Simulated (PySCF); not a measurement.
# Cl3H3NYb (Yb(Cl)3(NH3)-): the cost of one run

Program: PySCF 2.14.0. Level of theory: several levels, as the steps say, no spin–orbit coupling. These are calculated values, not measurements.

1 further run of the same task is left out (for a known fault of the program).

**1. Starting geometry**

8 atoms, charge -1, spin multiplicity 1.

Bond lengths: Yb1–Cl2 2.669 Å, Yb1–Cl3 2.669 Å, Yb1–Cl4 2.669 Å, Yb1–N5 2.590 Å, N5–H6 1.019 Å, N5–H7 1.019 Å, N5–H8 1.019 Å. Angles: Cl2–Yb1–Cl3 119.7°, Cl2–Yb1–Cl4 119.7°, Cl2–Yb1–N5 93.0°, Cl3–Yb1–Cl4 119.7°, Cl3–Yb1–N5 93.0°, Cl4–Yb1–N5 93.0°, Yb1–N5–H6 111.1°, Yb1–N5–H7 111.1°, Yb1–N5–H8 111.1°, H6–N5–H7 107.8°, H6–N5–H8 107.8°, H7–N5–H8 107.8°.

As a file:

```xyz
8

Yb    0.05474   -0.05474    0.05474
Cl    1.22479    2.03989    1.22479
Cl   -2.03989   -1.22479    1.22479
Cl    1.22479   -1.22479   -2.03989
N    -1.44074    1.44074   -1.44074
H    -2.04065    2.04065   -0.87663
H    -0.87663    2.04065   -2.04065
H    -2.04065    0.87663   -2.04065
```

Formal oxidation states: Yb +2. Each metal's 14 4f electrons lie in its core potential, so multiplicities, spins and levels count the valence alone. An earlier session relaxed this geometry at PBE0, Yb lcecp-0-SVP with ECP60, Cl def2-SVP, N def2-SVP, H def2-SVP (singlet, point group C3v).

At PBE0 on the finer grid: E = -1469.499934 Eh, frontier levels not given, since the 4f levels lie in the core, Mulliken charge on Yb1 +0.36 e, largest force component 0.001 eV/Å. 

Levels to run: revPBE; B3LYP; PBE0, TZVP. Hardware: 2 threads of Arm Neoverse V2, shared host.

**2. revPBE**

Input file run.py (the lines that set the calculation):

```python
mol = gto.M(atom='''
Yb     0.05474    -0.05474     0.05474
Cl     1.22479     2.03989     1.22479
Cl    -2.03989    -1.22479     1.22479
Cl     1.22479    -1.22479    -2.03989
N     -1.44074     1.44074    -1.44074
H     -2.04065     2.04065    -0.87663
H     -0.87663     2.04065    -2.04065
H     -2.04065     0.87663    -2.04065''',
    basis={'Yb': 'lcecp-0-SVP', 'Cl': 'def2-SVP', 'N': 'def2-SVP', 'H': 'def2-SVP'},
    ecp={'Yb': 'lcecp-0-SVP'},
    charge=-1, spin=0)
mf = dft.RKS(mol, xc='PBE_R,PBE')
mf.grids.atom_grid = (75, 302)  # f atoms: unpruned, at least (60, 302)
mf = mf.density_fit()  # fitting sets: Yb AutoAux, Cl def2-universal-JKFIT, N def2-universal-JKFIT, H def2-universal-JKFIT
mf.conv_tol = 1e-08; mf.max_cycle = 55
mf.kernel(dm0)  # dm0: the density of the relaxed state
```

On the command line:

```bash
$ OMP_NUM_THREADS=2 python run.py
```

**Question.** How long does this run take on 2 threads of Arm Neoverse V2, shared host?

About 7.5 s.
